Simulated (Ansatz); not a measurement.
Relaxation of a periodic cell of 63 atoms, AlSi62 (host Si, host structure diamond, dopant Al, one Si atom removed), cell charge -1, to a largest force component of 0.03 eV/Å in at most 60 steps.

Level of theory: DFT PBE-D3(BJ), scalar-relativistic, plane waves, PAW (Ansatz 0.2.0). Settings: PAW set soft_1, cutoff 420 eV, k mesh 1x1x1, gaussian smearing 0.05 eV, no spin polarisation.

```xyz
63
Lattice="10.8600 0.0000 0.0000 0.0000 10.8600 0.0000 0.0000 0.0000 10.8600" Properties=species:S:1:pos:R:3
Si 5.440 0.004 -0.021
Si 6.761 1.342 1.345
Si 8.117 2.708 0.015
Si 9.509 4.090 1.397
Si 8.150 0.003 2.657
Si 9.483 1.330 4.009
Si 0.012 -0.051 -0.002
Si 1.360 1.410 1.374
Si 2.704 2.745 0.011
Si 4.087 4.038 1.392
Si 5.410 5.423 -0.038
Si 6.754 6.761 1.374
Si 8.179 8.125 0.016
Si 9.509 9.511 1.350
Si 2.744 -0.003 2.685
Si 4.094 1.414 4.120
Si 5.455 2.691 2.729
Si 6.803 4.024 4.030
Si 8.157 5.392 2.701
Si 9.519 6.744 4.035
Si 5.410 0.033 5.421
Si 6.755 1.355 6.778
Si 8.177 2.714 5.443
Si 9.456 4.101 6.856
Si 8.132 -0.037 8.120
Si 9.506 1.384 9.520
Si 0.076 5.443 -0.042
Al 1.303 6.810 1.322
Si 4.040 9.497 1.382
Si -0.003 2.760 2.764
Si 1.341 4.047 4.046
Si 2.686 5.458 2.680
Si 4.136 6.787 4.106
Si 5.465 8.192 2.705
Si 6.785 9.540 4.088
Si -0.015 0.011 5.445
Si 1.334 1.342 6.806
Si 2.727 2.691 5.422
Si 4.075 4.097 6.817
Si 5.402 5.413 5.427
Si 6.795 6.785 6.814
Si 8.155 8.150 5.438
Si 9.548 9.520 6.750
Si 2.736 -0.004 8.130
Si 4.016 1.374 9.478
Si 5.384 2.742 8.164
Si 6.793 4.125 9.473
Si 8.154 5.462 8.110
Si 9.508 6.809 9.532
Si -0.002 8.168 2.753
Si 1.312 9.459 4.091
Si 0.053 5.402 5.406
Si 1.371 6.793 6.810
Si 2.708 8.169 5.448
Si 4.035 9.515 6.726
Si -0.023 2.725 8.158
Si 1.346 4.047 9.514
Si 2.780 5.405 8.175
Si 4.089 6.789 9.482
Si 5.400 8.117 8.180
Si 6.791 9.551 9.510
Si 0.032 8.166 8.146
Si 1.344 9.488 9.446
```

Problem. Where does it end, and by what steps?

Solution. The run converged. Limits of this set-up: coarse k mesh, no spin, though dangling bonds at a vacancy may carry it, charged cell in a uniform background, uncorrected. After 6 steps the energy has fallen by 1.437 eV; Al28 moved furthest, 0.72 Å.

| step | energy less start (eV) | largest force component (eV/Å) | accepted |
| --- | --- | --- | --- |
| 0 | 0.0000 | 1.308 | yes |
| 1 | -1.1196 | 0.458 | yes |
| 2 | -1.3086 | 0.211 | yes |
| 3 | -1.3818 | 0.157 | yes |
| 4 | -1.4310 | 0.057 | yes |
| 5 | -1.4285 | 0.092 | no |
| 6 | -1.4373 | 0.011 | yes |

```xyz
63
Lattice="10.8600 0.0000 0.0000 0.0000 10.8600 0.0000 0.0000 0.0000 10.8600" Properties=species:S:1:pos:R:3
Si 5.351 -0.076 0.048
Si 6.770 1.344 1.352
Si 8.155 2.726 0.005
Si 9.567 4.141 1.321
Si 8.125 0.016 2.729
Si 9.510 1.382 4.064
Si -0.019 0.001 0.015
Si 1.353 1.359 1.361
Si 2.709 2.714 0.005
Si 4.088 4.052 1.372
Si 5.429 5.413 0.014
Si 6.785 6.786 1.361
Si 8.142 8.140 0.005
Si 9.479 9.520 1.373
Si 2.700 0.004 2.735
Si 4.080 1.354 4.090
Si 5.444 2.699 2.730
Si 6.811 4.082 4.066
Si 8.174 5.447 2.700
Si 9.567 6.825 4.007
Si 5.409 -0.019 5.468
Si 6.781 1.354 6.792
Si 8.143 2.714 5.431
Si 9.508 4.081 6.764
Si 8.105 -0.018 8.165
Si 9.484 1.353 9.494
Si 0.100 5.532 -0.047
Al 1.774 7.207 0.940
Si 3.935 9.369 1.379
Si 0.014 2.748 2.700
Si 1.394 4.140 4.007
Si 2.761 5.531 2.614
Si 4.090 6.774 4.092
Si 5.431 8.134 2.734
Si 6.783 9.513 4.091
Si -0.016 0.015 5.449
Si 1.361 1.344 6.802
Si 2.711 2.727 5.421
Si 4.079 4.057 6.793
Si 5.443 5.416 5.448
Si 6.769 6.796 6.803
Si 8.155 8.142 5.422
Si 9.484 9.512 6.794
Si 2.667 -0.075 8.220
Si 4.045 1.317 9.529
Si 5.410 2.680 8.165
Si 6.782 4.057 9.495
Si 8.124 5.417 8.130
Si 9.481 6.774 9.484
Si 0.100 8.195 2.615
Si 1.342 9.522 4.094
Si 0.013 5.445 5.400
Si 1.353 6.786 6.787
Si 2.709 8.140 5.431
Si 4.044 9.476 6.828
Si -0.016 2.698 8.131
Si 1.342 4.053 9.485
Si 2.700 5.413 8.143
Si 3.936 6.767 9.636
Si 5.350 8.099 8.223
Si 6.744 9.477 9.531
Si -0.018 8.133 8.144
Si 1.337 9.371 9.635
```

Whether the end is a true minimum wasn't checked by a vibrational analysis.

Time of the run: 38 s on 4 threads of Arm Neoverse V1, with other jobs on the host, peak memory 1.1 GiB.
